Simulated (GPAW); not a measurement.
Write an ASE script for GPAW 26.7.0 that does the following.

```yaml
Task: equation of state
Functional: LDA
Potentials_or_basis: the program's PAW data sets (release 1.2.1) made for this functional
Cutoff: 600 eV
Basis: pw
k_mesh: 5 × 5 × 1
Occupations: fermi-dirac, width 0.05 eV
Spin: no spin polarisation
Maxiter: 150
Eos_scales: "[0.94, 0.96, 0.98, 1.0, 1.02, 1.04, 1.06]"
```

Crystal: Ge2Sb2Te5.

```
CELL_PARAMETERS angstrom
4.29406 0.00000 0.00000
-2.14703 3.71877 0.00000
0.00000 0.00000 17.10135
ATOMIC_POSITIONS crystal
Te 0.66667 0.33333 0.41989
Te 0.33333 0.66667 0.58011
Te 0.33333 0.66667 0.20154
Te 0.66667 0.33333 0.79846
Te 0.00000 0.00000 0.00000
Sb 0.00000 0.00000 0.32007
Sb 0.00000 0.00000 0.67993
Ge 0.66667 0.33333 0.10290
Ge 0.33333 0.66667 0.89711
```

The cell comes from a database or a generator and needn't be the stable form of this composition.

These files were run (other wordings do the same):

run.py

```python
from ase import Atoms
from ase.eos import EquationOfState
from ase.io import Trajectory
from ase.units import GPa
from gpaw import GPAW, PW

atoms = Atoms(['Te', 'Te', 'Te', 'Te', 'Te', 'Sb', 'Sb', 'Ge', 'Ge'],
              cell=[[4.2940644248, 0.0, 0.0],
                    [-2.1470322124, 3.7187688774, 0.0],
                    [0.0, 0.0, 17.101346]],
              scaled_positions=[[0.6666666667, 0.3333333333, 0.419892],
                                [0.3333333333, 0.6666666667, 0.580108],
                                [0.3333333333, 0.6666666667, 0.201542],
                                [0.6666666667, 0.3333333333, 0.798458],
                                [0.0, 0.0, 0.0],
                                [0.0, 0.0, 0.320068],
                                [0.0, 0.0, 0.679932],
                                [0.6666666667, 0.3333333333, 0.102895],
                                [0.3333333333, 0.6666666667, 0.897105]],
              pbc=True)

traj = Trajectory('eos.traj', 'w')
volumes, energies = [], []
for x in [0.94, 0.96, 0.98, 1.0, 1.02, 1.04, 1.06]:
    a = atoms.copy()
    a.set_cell(atoms.cell * x**(1 / 3), scale_atoms=True)
    calc = GPAW(mode=PW(600),
                xc='LDA',
                kpts={'size': (5, 5, 1), 'gamma': True},
                occupations={'name': 'fermi-dirac', 'width': 0.05},
                nbands=56,
                convergence={'density': 1e-05, 'energy': 1e-05},
                maxiter=150,
                txt=f'eos-{x:.2f}.txt')
    a.calc = calc
    energies.append(a.get_potential_energy(force_consistent=True))
    volumes.append(a.get_volume())
    p = -a.get_stress()[:3].mean() / GPa
    calc.write(f'eos-{x:.2f}.gpw')
    traj.write(a)
    print(f'{x:.2f} {volumes[-1]:10.4f} A^3 {energies[-1]:14.6f} eV {p:9.3f} GPa', flush=True)

v0, e0, B = EquationOfState(volumes, energies, eos='birchmurnaghan').fit()
print(f'V0 = {v0:.4f} A^3, E0 = {e0:.6f} eV, B0 = {B / GPa:.2f} GPa')
```

Potentials or basis: the program's PAW data sets (release 1.2.1) made for this functional, pw.

Launch:

```console
$ OMP_NUM_THREADS=1 python run.py
```

It gave:

The equilibrium volume is 28.12 Å³/atom (rough: see the caveat) and the bulk modulus at fixed shape and positions is 59 GPa (rough).

Caveat: the k mesh is coarse (spacing up to 0.37 Å⁻¹), so the values aren't converged; the minimum lies outside the volumes run; the cell was scaled at fixed shape and fractional positions, which overstates the stiffness of a crystal with free parameters, most of all of layers and chains.

Wall time 3.5 min on 1 thread of Intel(R) Xeon(R) Platinum 8488C (Sapphire Rapids), on a shared host, peak memory 0.5 GiB.
